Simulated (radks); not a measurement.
**H inside a hard spherical wall**

The task here is to estimate one member of a computed series from the others.

Program: radks (a radial shooting solver on a logarithmic mesh, Libxc functionals) version 1. Level of theory: scalar-relativistic Kohn-Sham, r2SCAN, spin-unpolarised, spherical densities, finite nucleus. These are calculated values, not measurements, unless marked.

## The atom as given

```
element            : hydrogen (Z = 1)
charge             : 0
electrons          : 1
configuration      : 1s1
nuclear rms radius : 0.8783 fm
```

The outer shells:

H
```
1s [↑ ]
```

Set-up of the first run:

Input:

```text
Z 1
configuration 1s1 2s0 2p0
relativity scalar-relativistic
functional r2scan,r2scan
spin unpolarised
nucleus finite rms 0.8783 fm
c 137.035999084
```

Among the steps run: The free atom; Wall at 15 bohr; Wall at 8 bohr; Wall at 6 bohr; Wall at 4 bohr; Wall at 3.5 bohr; Wall at 3 bohr.

One table of the session follows, with a row left open; its other results are not shown here.

| R (bohr) | E − E(free) (eV) | ε(1s) (eV) | pressure (GPa) |
| --- | --- | --- | --- |
| free | 0.000 | -6.650 | 0 |
| 15 | 0.000 | -6.650 | < 0.0001 |
| 8 | 0.003 | -6.635 | 0.00549 |
| 6 | ? | ? | ? |
| 4 | 0.656 | -5.203 | 4.72 |
| 3.5 | 1.286 | -4.135 | 12.3 |
| 3 | 2.560 | -2.198 | 34.3 |

Q: Estimate the row for R (bohr) = 6 from the others.

Worked estimate for «E − E(free) (eV)». A straight line through the neighbours (8, 0.003) and (4, 0.656) gives 0.003 + (0.656 − 0.003) × (6 − 8) / (4 − 8) = 0.330; a parabola fitted to 4 rows on both sides gives 0.344.

As computed: E − E(free) (eV): 0.045; ε(1s) (eV): -6.491; pressure (GPa): 0.146. In «E − E(free) (eV)» the line misses by +0.285 and the parabola by +0.299. Between these rows the values bend or scatter more than so simple an estimate can follow.

What this shows: At the tightest wall, 3 bohr, the energy stands 2.560 eV above the free atom and the pressure, −dE/dV, is 34.3 GPa. Shells are not refilled when levels cross, and a hard wall is a model, not a crystal.
